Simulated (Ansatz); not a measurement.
**C₆H₈GeS: one species, many functionals**

An exercise on one series of results from a longer session: the logs are not shown, and one member is left open.

Computed with Ansatz 0.2.0, Gaussian basis. Level: functionals in def2-TZVPP.

Plan: LDA (SPW92), PBE-D4, revPBE-D4, BLYP-D4, r2SCAN-D4, B97M-V, PBE0-D4, B3LYP-D4, r2SCANh-D4, r2SCAN0-D4, HSE06-D4, BHLYP-D4.

**The relaxed structure**

The geometry comes from an earlier relaxation with PBE0-D4 in a triple-zeta def2 set; it is a stationary point, not always the lowest conformer.

SMILES `[GeH3][S]c1ccccc1`, 16 atoms, charge 0, spin multiplicity 1.

Atoms are counted from 1 here; the program's logs count them from 0.

Bond lengths: Ge1–S2 2.222 Å, Ge1–H9 1.537 Å, Ge1–H10 1.536 Å, Ge1–H11 1.537 Å, S2–C3 1.779 Å, C3–C4 1.391 Å, C3–C8 1.391 Å, C4–C5 1.386 Å, C4–H12 1.083 Å, C5–C6 1.387 Å, C5–H13 1.084 Å, C6–C7 1.387 Å, C6–H14 1.084 Å, C7–C8 1.386 Å, C7–H15 1.084 Å, C8–H16 1.083 Å. Angles: S2–Ge1–H9 109.5°, S2–Ge1–H10 106.2°, S2–Ge1–H11 109.5°, H9–Ge1–H10 110.9°, H9–Ge1–H11 109.8°, H10–Ge1–H11 110.9°, Ge1–S2–C3 97.8°, S2–C3–C4 120.2°, S2–C3–C8 120.1°, C4–C3–C8 119.7°, C3–C4–C5 120.0°, C3–C4–H12 119.3°, C5–C4–H12 120.6°, C4–C5–C6 120.2°, C4–C5–H13 119.6°, C6–C5–H13 120.1°, C5–C6–C7 119.8°, C5–C6–H14 120.1° and more.

Set-up of the first run:

Input file in.yaml:

```yaml
crystal:
  periodic: [false, false, false]
  atoms:
    - {symbol: Ge, position_ang: [2.454158, -1.498421, -0.857421]}
    - {symbol: S, position_ang: [1.808658, -0.867826, 1.173581]}
    - {symbol: C, position_ang: [0.287833, -0.071776, 0.708179]}
    - {symbol: C, position_ang: [0.274859, 1.284929, 0.399754]}
    - {symbol: C, position_ang: [-0.917568, 1.910222, 0.070615]}
    - {symbol: C, position_ang: [-2.101914, 1.188483, 0.049622]}
    - {symbol: C, position_ang: [-2.090992, -0.163155, 0.360926]}
    - {symbol: C, position_ang: [-0.901430, -0.793728, 0.690463]}
    - {symbol: H, position_ang: [2.625068, -0.258113, -1.749120]}
    - {symbol: H, position_ang: [3.792096, -2.229272, -0.672938]}
    - {symbol: H, position_ang: [1.396564, -2.434562, -1.463830]}
    - {symbol: H, position_ang: [1.203026, 1.843474, 0.421922]}
    - {symbol: H, position_ang: [-0.920062, 2.967576, -0.168393]}
    - {symbol: H, position_ang: [-3.033358, 1.679750, -0.206642]}
    - {symbol: H, position_ang: [-3.013765, -0.731918, 0.349579]}
    - {symbol: H, position_ang: [-0.886074, -1.848466, 0.937906]}
basis:
  gaussian: {orbitals: def2-TZVPP}
hamiltonian: {xc: lda}
output: {orbitals: {seedname: orbitals}}
```

Among the steps run: LDA; PBE-D4 (GGA); revPBE-D4 (GGA); BLYP-D4 (GGA); r2SCAN-D4 (meta-GGA); B97M-V (meta-GGA); PBE0-D4 (hybrid); B3LYP-D4 (hybrid); r2SCANh-D4 (hybrid); r2SCAN0-D4 (hybrid); HSE06-D4 (hybrid); BHLYP-D4 (hybrid).

One of the session's tables, all rows but one given; the rest of the session is left out.

It belongs to the step «Frontier levels by functional». 

| functional | HOMO (eV) | LUMO (eV) | gap (eV) |
| --- | --- | --- | --- |
| LDA (SPW92) | -5.87 | -1.88 | 3.99 |
| PBE-D4 | -5.76 | -1.64 | 4.12 |
| revPBE-D4 | ? | ? | ? |
| BLYP-D4 | -5.59 | -1.48 | 4.12 |
| r2SCAN-D4 | -6.02 | -1.47 | 4.55 |
| B97M-V | -6.16 | -1.41 | 4.75 |
| PBE0-D4 | -6.99 | -0.76 | 6.23 |
| B3LYP-D4 | -6.74 | -0.94 | 5.80 |
| r2SCANh-D4 | -6.47 | -1.15 | 5.33 |
| r2SCAN0-D4 | -7.16 | -0.67 | 6.49 |
| HSE06-D4 | -6.59 | -1.13 | 5.46 |
| BHLYP-D4 | -7.93 | 0.26 | 8.19 |

**Question.** Estimate the row for revPBE-D4.

As computed: HOMO (eV): -5.71; LUMO (eV): -1.55; gap (eV): 4.16. In the column «HOMO (eV)» it lies between PBE-D4 (-5.76) and BLYP-D4 (-5.59).
